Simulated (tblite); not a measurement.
# AlClFH4NO3Si: the cost of one run

Computed with tblite 0.8.0 and PySCF 2.14.0; each step states its level. No surroundings beyond the atoms listed, unless a continuum is named. Atoms count from 0, parts from 1.

### 1 The system as given

12 atoms, charge 0, multiplicity 1; geometry: distance geometry start.

### 2 Geometry optimisation with GFN2-xTB

The job: settings as JSON, then the geometry in Å.

```
{"job": {"kind": "relax", "xc": "GFN2-xTB", "basis": "xTB"}, "charge": 0, "multiplicity": 1}
Si     0.443668    -1.529733     0.053595
F      0.734105    -2.536251     1.380233
O      0.764411     0.150792     0.514262
Al    -0.500317     1.518887     0.408842
O     -1.383640     1.736464    -1.200292
O     -1.532973     1.810919     1.939050
N     -1.278974    -1.675745    -0.488508
Cl     1.742272    -2.048726    -1.563309
H     -2.172114     2.222090    -1.379595
H     -1.405847     1.385284     2.795655
H     -1.780658    -2.500491    -0.099041
H     -1.466736    -1.463692    -1.459360
```

With the program's defaults for keys left out, this is: GFN2-xTB geometry optimisation, gas phase.

Started as:

```sh
$ OMP_NUM_THREADS=1 python cluster_run.py task.json out
```

The driver reads the jobs from task.json and runs them one after another.

Q: Estimate the wall time of this first job on 1 thread of Arm Neoverse V1, shared host.

About 2.2 s.
